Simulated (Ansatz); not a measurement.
**Cu3Pd: energy and pressure over a range of volumes**

The task here is to estimate one member of a computed series from the others.

Method: DFT PBEsol, scalar-relativistic, in Ansatz 0.2.0.

## The system as given

It takes space group P4/mmm (No. 123, tetragonal). Conventional cell: a = 3.697 Å, b = 3.697 Å, c = 3.659 Å, α = 90.00°, β = 90.00°, γ = 90.00°. Cu (site symmetry mmm) has 8 Cu at 2.60 to 2.61 Å and 4 Pd at 2.60 Å in its first shell of neighbours. Around Cu (site symmetry 4/mmm) lie 8 Cu at 2.60 Å and 4 Pd at 2.61 Å. Around Pd (site symmetry 4/mmm) lie 12 Cu at 2.60 to 2.61 Å.

As a file:

```
CELL_PARAMETERS angstrom
3.69700 0.00000 0.00000
0.00000 3.69700 0.00000
0.00000 0.00000 3.65900
ATOMIC_POSITIONS crystal
Cu 0.00000 0.50000 0.50000
Cu 0.50000 0.00000 0.50000
Cu 0.50000 0.50000 0.00000
Pd 0.00000 0.00000 0.00000
```

Atoms are numbered in the order of the input: Cu1, Cu2, Cu3, Pd4.

The first run:

Contents of input.yaml:

```yaml
crystal:
  lattice:
    - [3.6470344155, 0.0, 0.0]
    - [0.0, 3.6470344155, 0.0]
    - [0.0, 0.0, 3.609547992]
  atoms:
    - { symbol: Cu, position: [0.0, 0.5, 0.5] }
    - { symbol: Cu, position: [0.5, 0.0, 0.5] }
    - { symbol: Cu, position: [0.5, 0.5, 0.0] }
    - { symbol: Pd, position: [0.0, 0.0, 0.0] }
kpoints:
  mp_grid: { grid: [11, 11, 11] }
  band_path:
    path:
      - [0.0, 0.0, 0.0]
      - [0.0, 0.5, 0.0]
      - [0.5, 0.5, 0.0]
      - [0.0, 0.0, 0.0]
      - [0.0, 0.0, 0.5]
      - [0.0, 0.5, 0.5]
      - [0.5, 0.5, 0.5]
      - [0.0, 0.0, 0.5]
      - [0.0, 0.5, 0.0]
    npoints: 5
scf:
  occupations: { method: fermi_dirac, width: 0.05 }
hamiltonian:
  xc: pbesol
  pseudopotentials: { kind: all_electron, lapw: { basis_error: 0.001 } }
output:
  forces: true
  stress: true
  eigenvalues: true
```

Launch:

```console
$ ansatz run input.yaml --threads 1 --pin off --max-ram 4096MiB --backend cpu --events-out ev --progress --plain --runs-dir out
```

Among the steps run: Volume × 0.96, LAPW; Volume × 0.96, PAW; Volume × 0.96, crystal datasets; Volume × 0.99, LAPW; Volume × 0.99, PAW; Volume × 0.99, crystal datasets; Volume × 1.02, LAPW; Volume × 1.02, PAW; Volume × 1.02, crystal datasets; Volume × 1.06, LAPW; Volume × 1.06, PAW; Volume × 1.06, crystal datasets.

One table of the session follows, with a row left open; its other results are not shown here.

| method | volume (Å³/atom) | pressure (GPa) |
| --- | --- | --- |
| LAPW | 12.003 | 3.08 |
| LAPW | 12.378 | -2.41 |
| LAPW | 12.753 | -6.96 |
| LAPW | 13.253 | -11.81 |
| PAW | 12.003 | 3.10 |
| PAW | 12.378 | -2.40 |
| PAW | 12.753 | -6.95 |
| PAW | 13.253 | -11.81 |
| crystal datasets | 12.003 | 3.08 |
| crystal datasets | 12.378 | -2.41 |
| crystal datasets | 12.753 | -6.96 |
| crystal datasets | 13.253 | ? |

Estimate the missing values for crystal datasets, 13.253.

**Answer.** pressure (GPa): -11.82. In the column «pressure (GPa)» it is the lowest.

Caveats from the session: Shape and positions are held, so a fully relaxed modulus can be lower. Warnings in the runs' records: gradients without spin orbit, crystal datasets made.
